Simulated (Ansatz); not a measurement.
What does this script print? It uses Ansatz 0.2.0 through its Python package.

Contents of `ch4alns.xyz`:
```text
8

C    -0.44170    1.80380    0.04690
N    -0.70380    0.64020    0.42040
Al    0.14670   -0.84520   -0.38640
S    -0.17370   -2.93320    0.37070
H     0.20780    2.06320   -0.78700
H    -1.01510    2.68140    0.51650
H     1.24810   -0.61590   -1.55720
H     0.82390   -2.85130    1.32020
```

`ch4alns_scan.py`
```python
# -*- coding: utf-8 -*-
'''Stretching a bond of CH4AlNS, the rest held rigid.'''

import ansatz as az
import numpy as np

molecule = az.Crystal.molecule_from_extxyz('ch4alns.xyz')

symbols = [site.symbol for site in molecule.cartesian_sites]
start = np.array([site.position_ang for site in molecule.cartesian_sites])
axis = (start[4] - start[0]) / np.linalg.norm(start[4] - start[0])
moving = [4]
lengths, energies = [0.93, 1.0, 1.09, 1.2, 1.36, 1.63, 1.96, 2.39], []
for length in lengths:
    xyz = start.copy()
    xyz[moving] += (length - np.linalg.norm(start[4] - start[0])) * axis
    point = az.Crystal.molecule()
    for symbol, place in zip(symbols, xyz):
        point = point.atom(symbol, place.tolist())
    calculation = point.calculation().basis(gaussian='cc-pVDZ').correlation('mp2')
    data = calculation.run(threads=1, pin='off').report
    energies.append(data['free_energy_ev'])
    print(f'r = {length:6.3f} A  E = {energies[-1]:.5f} eV  <S^2> = {abs(data["mean_field"]["state"]["spin_squared"]):.3f}')

print('energy above the lowest point (eV):', [round(e - min(energies), 3) for e in energies])
```

Output of `python ch4alns_scan.py`:
```text
r =  0.930 A  E = -19988.99054 eV  <S^2> = 0.000
r =  1.000 A  E = -19989.51404 eV  <S^2> = 0.000
r =  1.090 A  E = -19989.76780 eV  <S^2> = 0.000
r =  1.200 A  E = -19989.69229 eV  <S^2> = 0.000
r =  1.360 A  E = -19989.21859 eV  <S^2> = 0.000
r =  1.630 A  E = -19988.17973 eV  <S^2> = 0.000
r =  1.960 A  E = -19987.07776 eV  <S^2> = 0.000
r =  2.390 A  E = -19986.06054 eV  <S^2> = 0.000
energy above the lowest point (eV): [0.777, 0.254, 0.0, 0.076, 0.549, 1.588, 2.69, 3.707]
```

Caveats:
- Total energies depend on the basis set; only differences at equal settings carry meaning.
- The rest of the molecule is held rigid at a force-field or estimated start geometry, and the basis set is modest; single-reference methods fail as a bond breaks.
- The orbitals are restricted, so S² is zero by construction.
- Toward dissociation an unrestricted state can lie under the restricted one, by tenths of an eV for polar bonds under a functional and by 1 to 2 eV or more for others.
- S² is that of the Hartree-Fock reference.
- The whole script took 9.9 s on 1 thread of Arm Neoverse V2, with other jobs on the host, peak memory 0.24 GiB.
